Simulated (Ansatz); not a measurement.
# AlH6NSi2: how energies converge with the basis set

Aim: see how fast density functionals converge with the basis set for AlH6NSi2.

The runs use Ansatz 0.2.0, Gaussian basis; one geometry, several basis sets.

Plan: PBE0-D4/def2-SVP; ωB97M-V/def2-SVP; PBE0-D4/def2-QZVPP; ωB97M-V/def2-QZVPP; the functionals' def2-TZVPP values are taken from earlier runs.

1 further run of the same task is left out (it didn't finish).

### Step 1. Structure used throughout

The geometry comes from an earlier relaxation with PBE0-D4 in a triple-zeta def2 set; it is a stationary point, not always the lowest conformer.

SMILES `[SiH3][SiH]1[NH][AlH]1`, 10 atoms, charge 0, spin multiplicity 1.

Atoms are counted from 1 here; the program's logs count them from 0.

Bond lengths: Si1–Si2 2.340 Å, Si1–H5 1.490 Å, Si1–H6 1.489 Å, Si1–H7 1.492 Å, Si2–N3 1.772 Å, Si2–Al4 2.306 Å, Si2–H8 1.497 Å, N3–Al4 1.770 Å, N3–H9 1.008 Å, Al4–H10 1.578 Å. Angles: Si2–Si1–H5 110.3°, Si2–Si1–H6 110.0°, Si2–Si1–H7 112.4°, H5–Si1–H6 108.4°, H5–Si1–H7 107.8°, H6–Si1–H7 107.8°, Si1–Si2–N3 116.3°, Si1–Si2–Al4 126.3°, Si1–Si2–H8 108.4°, N3–Si2–Al4 49.3°, N3–Si2–H8 115.2°, Al4–Si2–H8 124.7°, Si2–N3–Al4 81.3°, Si2–N3–H9 129.8°, Al4–N3–H9 149.0°, Si2–Al4–N3 49.4°, Si2–Al4–H10 174.3°, N3–Al4–H10 136.3°.

### Step 2. PBE0-D4 in def2-SVP

in.yaml

```yaml
crystal:
  periodic: [false, false, false]
  atoms:
    - {symbol: Si, position_ang: [-1.641500, 0.624549, -0.729131]}
    - {symbol: Si, position_ang: [0.241479, -0.704055, -0.325359]}
    - {symbol: N, position_ang: [0.992032, -0.537846, 1.271081]}
    - {symbol: Al, position_ang: [2.336632, 0.046910, 0.279704]}
    - {symbol: H, position_ang: [-2.022770, 0.557676, -2.168023]}
    - {symbol: H, position_ang: [-1.345995, 2.043790, -0.387243]}
    - {symbol: H, position_ang: [-2.822242, 0.196908, 0.076535]}
    - {symbol: H, position_ang: [-0.073265, -2.108003, -0.738987]}
    - {symbol: H, position_ang: [0.617901, -0.745019, 2.184110]}
    - {symbol: H, position_ang: [3.800825, 0.573889, 0.540413]}
basis:
  gaussian: {orbitals: def2-SVP}
hamiltonian: {xc: pbe0, dispersion: d4}
output: {orbitals: {seedname: orbitals}}
```

Started as:

```sh
ansatz run in.yaml --threads 2 --pin off --events-out ev --progress --plain --max-ram 4352MiB
```

Further steps of the session: ωB97M-V in def2-SVP; PBE0-D4 in def2-QZVPP; ωB97M-V in def2-QZVPP.

**Question.** What will the summary of the whole plan be? Wanted: PBE0-D4: double and triple zeta above quadruple; ωB97M-V: double and triple zeta above quadruple.

The runs gave:

```
                                       quantity           value
PBE0-D4: double and triple zeta above quadruple  10.55, 0.82 eV
ωB97M-V: double and triple zeta above quadruple  10.60, 0.78 eV
```

What this shows: PBE0-D4 gains 9.73 eV from double to triple zeta, then 0.82 eV more. Total energies overstate the basis error of differences, where much of it tends to cancel.
